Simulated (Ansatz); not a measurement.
**ZnHCl (SMILES [Cl][ZnH]): functionals against CCSD(T) at one geometry**

An exercise on one series of results from a longer session: the logs are not shown, and one member is left open.

The runs use Ansatz 0.2.0, Gaussian basis; single points in def2-TZVPP.

Cores are frozen in the correlated methods. The 3s and 3p shells of Cu and Zn are frozen; filled d shells are correlated.

## Starting geometry

SMILES `[Cl][ZnH]`, 3 atoms, charge 0, spin multiplicity 1.

Atoms are counted from 1 here; the program's logs count them from 0.

Bond lengths: Cl1–Zn2 2.051 Å, Zn2–H3 1.503 Å. Angles: Cl1–Zn2–H3 176.8°.

As a file:

```csv
atom,x (Å),y (Å),z (Å)
Cl1,1.5991,-0.5835,0.7950
Zn2,-0.1582,0.0069,-0.0823
H3,-1.4097,0.5123,-0.7425
```

Set-up of the first run:

Input file run/in.yaml:

```yaml
crystal:
  periodic: [false, false, false]
  atoms:
    - {symbol: Cl, position_ang: [1.599100, -0.583500, 0.795000]}
    - {symbol: Zn, position_ang: [-0.158200, 0.006900, -0.082300]}
    - {symbol: H, position_ang: [-1.409700, 0.512300, -0.742500]}
basis:
  gaussian: {orbitals: def2-TZVPP}
correlation: {method: ccsd_t, frozen_orbitals: {Cl: 5, H: 0, Zn: 9}}
output: {forces: true}
```

The command line of these runs was not kept.

Among the steps run: CCSD(T)/def2-TZVPP; PBE0-D4/def2-TZVPP; wB97M-V/def2-TZVPP; r2SCAN-D4/def2-TZVPP; PBE-D4/def2-TZVPP; B97M-V/def2-TZVPP; LC-wPBE/def2-TZVPP.

One table of the session follows, with a row left open; its other results are not shown here.

| method | RMS force component (eV/Å) | angle to CCSD(T) forces (°) | dipole (D) |
| --- | --- | --- | --- |
| CCSD(T) | 0.457 | reference | 1.50 |
| PBE0-D4 | 0.376 | 7.3 | 1.54 |
| wB97M-V | 0.416 | 1.7 | 1.53 |
| r2SCAN-D4 | 0.347 | 6.6 | 1.52 |
| PBE-D4 | 0.416 | 5.3 | 1.43 |
| B97M-V | 0.339 | 8.3 | 1.41 |
| LC-wPBE | ? | ? | ? |

Q: Estimate the row for LC-wPBE from the others.

**Answer.** RMS force component (eV/Å): 0.261; angle to CCSD(T) forces (°): 7.5; dipole (D): 1.57. In the column «RMS force component (eV/Å)» it is the lowest.
